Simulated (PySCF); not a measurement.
# BrH4PSi: the cost of one run

The runs use PySCF 2.14.0, with density-fitted response routines of our own; the level of theory stands in each step. All values are computed, except where a source is named. Atoms are numbered from 0 throughout.

**1. The starting structure**

7 atoms, charge 0, multiplicity 1; geometry from: GFN2-xTB. The atoms were then displaced at random by about 0.01 Å, so the start is not that level's minimum.

Bonds of the start (Å): P0–Si1 2.26, Si1–Br2 2.23, P0–H3 1.36, P0–H4 1.38, Si1–H5 1.46, Si1–H6 1.46.

**2. Optimising the geometry at PBE0-D3(BJ)/def2-SVP**

What the job is given:

```
{"job": {"xc": "PBE0", "basis": "def2-SVP", "d3": "d3bj", "grid": 1, "shake": 0.01, "kind": "geom"}, "charge": 0, "multiplicity": 1}
P      1.357160    -0.307380    -0.667210
Si    -0.699040     0.304200     0.034960
Br    -2.135160    -1.270180    -0.611830
H      1.531260    -1.307340     0.239190
H      1.989690     0.626390     0.123520
H     -1.126440     1.526450    -0.648930
H     -0.883510     0.398760     1.480370
```

Started as:

```console
$ OMP_NUM_THREADS=1 python probes_run.py task.json out
```

One launch serves the whole session: the jobs run in the order shown.

**Question.** How long does this first job take on 1 thread of Arm Neoverse V2, shared host, and how much memory does it need?

About 9.6 s, with a peak of 0.36 GiB.
